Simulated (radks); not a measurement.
# Ionising caesium step by step, Cs³⁸⁺ to Cs⁵⁴⁺

Aim: the successive ionisation energies of caesium, each ion in the ground configuration that NIST lists, set against the tabulated values. Each value is a difference of total energies (Δ-SCF).

The numbers are computed with radks (a radial shooting solver on a logarithmic mesh, Libxc functionals) version 1 (scalar-relativistic Kohn-Sham, PBE, spin-unpolarised, spherical densities, point nucleus), except any that are marked as measured or tabulated.

## (1) Starting point

| Item | Value |
| --- | --- |
| element | caesium (Z = 55) |
| charges | 38 to 54 |
| first configuration | [Ne] 3s2 3p5 |
| last configuration | 1s1 |

Outer shells as boxes (Hund's rule):

Cs³⁸⁺
```
[Ne] core
3s [↑↓]
3p [↑↓][↑↓][↑ ]
```

Cs⁵⁴⁺
```
1s [↑ ]
```

## (2) Cs³⁸⁺, [Ne] 3s2 3p5

The run's settings:

```text
Z 55
configuration [Ne] 3s2 3p5
relativity scalar-relativistic
functional pbe,pbe
spin unpolarised
nucleus point
c 137.035999084
```

## (3) Cs³⁹⁺, [Ne] 3s2 3p4

The run's settings:

```text
Z 55
configuration [Ne] 3s2 3p4
relativity scalar-relativistic
functional pbe,pbe
spin unpolarised
nucleus point
c 137.035999084
```

## (4) Cs⁴⁰⁺, [Ne] 3s2 3p3

The run's settings:

```text
Z 55
configuration [Ne] 3s2 3p3 4s0 3d0
relativity scalar-relativistic
functional pbe,pbe
spin unpolarised
nucleus point
c 137.035999084
```

## (5) Cs⁴¹⁺, [Ne] 3s2 3p2

The run's settings:

```text
Z 55
configuration [Ne] 3s2 3p2
relativity scalar-relativistic
functional pbe,pbe
spin unpolarised
nucleus point
c 137.035999084
```

## (6) Cs⁴²⁺, [Ne] 3s2 3p1

The run's settings:

```text
Z 55
configuration [Ne] 3s2 3p1 4s0 3d0
relativity scalar-relativistic
functional pbe,pbe
spin unpolarised
nucleus point
c 137.035999084
```

## (7) Cs⁴³⁺, [Ne] 3s2

The run's settings:

```text
Z 55
configuration [Ne] 3s2 3p0 4s0
relativity scalar-relativistic
functional pbe,pbe
spin unpolarised
nucleus point
c 137.035999084
```

## (8) Cs⁴⁴⁺, [Ne] 3s1

The run's settings:

```text
Z 55
configuration [Ne] 3s1
relativity scalar-relativistic
functional pbe,pbe
spin unpolarised
nucleus point
c 137.035999084
```

## (9) Cs⁴⁵⁺, [Ne]

The run's settings:

```text
Z 55
configuration [Ne] 3s0 3p0
relativity scalar-relativistic
functional pbe,pbe
spin unpolarised
nucleus point
c 137.035999084
```

## (10) Cs⁴⁶⁺, [He] 2s2 2p5

The run's settings:

```text
Z 55
configuration [He] 2s2 2p5 3s0 3p0
relativity scalar-relativistic
functional pbe,pbe
spin unpolarised
nucleus point
c 137.035999084
```

## (11) Cs⁴⁷⁺, [He] 2s2 2p4

The run's settings:

```text
Z 55
configuration [He] 2s2 2p4
relativity scalar-relativistic
functional pbe,pbe
spin unpolarised
nucleus point
c 137.035999084
```

## (12) Cs⁴⁸⁺, [He] 2s2 2p3

The run's settings:

```text
Z 55
configuration [He] 2s2 2p3
relativity scalar-relativistic
functional pbe,pbe
spin unpolarised
nucleus point
c 137.035999084
```

## (13) Cs⁴⁹⁺, [He] 2s2 2p2

The run's settings:

```text
Z 55
configuration [He] 2s2 2p2
relativity scalar-relativistic
functional pbe,pbe
spin unpolarised
nucleus point
c 137.035999084
```

## (14) Cs⁵⁰⁺, [He] 2s2 2p1

The run's settings:

```text
Z 55
configuration [He] 2s2 2p1
relativity scalar-relativistic
functional pbe,pbe
spin unpolarised
nucleus point
c 137.035999084
```

## (15) Cs⁵¹⁺, [He] 2s2

The run's settings:

```text
Z 55
configuration [He] 2s2
relativity scalar-relativistic
functional pbe,pbe
spin unpolarised
nucleus point
c 137.035999084
```

## (16) Cs⁵²⁺, [He] 2s1

The run's settings:

```text
Z 55
configuration [He] 2s1
relativity scalar-relativistic
functional pbe,pbe
spin unpolarised
nucleus point
c 137.035999084
```

## (17) Cs⁵³⁺, [He]

The run's settings:

```text
Z 55
configuration [He] 2s0 2p0
relativity scalar-relativistic
functional pbe,pbe
spin unpolarised
nucleus point
c 137.035999084
```

## (18) Cs⁵⁴⁺, 1s1

The run's settings:

```text
Z 55
configuration 1s1
relativity scalar-relativistic
functional pbe,pbe
spin unpolarised
nucleus point
c 137.035999084
```

Before running it: what results should come out? Wanted: for each run, species; configuration; Δ-SCF; −ε(HOMO); NIST; error.

**Answer**, as computed:

```csv
species,configuration,Δ-SCF (eV),−ε(HOMO) (eV),NIST (eV),error (%)
Cs³⁸⁺,[Ne] 3s2 3p5,2802.1,2759.7,2767 (theory),+1.3
Cs³⁹⁺,[Ne] 3s2 3p4,2889.2,2846.6,2859 (theory),+1.1
Cs⁴⁰⁺,[Ne] 3s2 3p3,2976.9,2933.9,2945 (theory),+1.1
Cs⁴¹⁺,[Ne] 3s2 3p2,3064.8,3021.7,3118 (theory),-1.7
Cs⁴²⁺,[Ne] 3s2 3p1,3152.8,3109.7,3214 (theory),-1.9
Cs⁴³⁺,[Ne] 3s2,3407.1,3365.7,3392 (theory),+0.4
Cs⁴⁴⁺,[Ne] 3s1,3491.4,3449.7,3485 (theory),+0.2
Cs⁴⁵⁺,[Ne],8116.8,7998.2,7989 (theory),+1.6
Cs⁴⁶⁺,[He] 2s2 2p5,8360.8,8241.0,8224 (theory),+1.7
Cs⁴⁷⁺,[He] 2s2 2p4,8606.7,8485.8,8484 (theory),+1.4
Cs⁴⁸⁺,[He] 2s2 2p3,8854.3,8732.5,8726 (theory),+1.5
Cs⁴⁹⁺,[He] 2s2 2p2,9103.1,8980.7,9350 (theory),-2.6
Cs⁵⁰⁺,[He] 2s2 2p1,9352.4,9229.7,9629 (theory),-2.9
Cs⁵¹⁺,[He] 2s2,10009.2,9905.8,9974 (theory),+0.4
Cs⁵²⁺,[He] 2s1,10213.4,10113.8,10208.8 (theory),+0.0
Cs⁵³⁺,[He],42046,41603,41861.1 (theory),+0.4
Cs⁵⁴⁺,1s1,42874,42482,42913.1 (theory),-0.1
```

Reference values: NIST Atomic Spectra Database (exp. measured, semi-emp. semi-empirical, theory a theoretical value adopted there). Per unit of the charge left behind, the cost jumps most at Cs⁵³⁺ ([He]): from 10213.4 to 42046 eV. There the highest level belongs to another shell. Minus the highest eigenvalue gives 98 to 99 % of the Δ-SCF value along the ladder. Spin polarisation and multiplet splitting are left out, so open shells lie too high by an amount that depends on their filling. Spin-orbit splitting is averaged out at the scalar-relativistic level. Nuclear size, the Breit interaction and QED, all absent here, shift the 1s and 2s values of heavy ions.
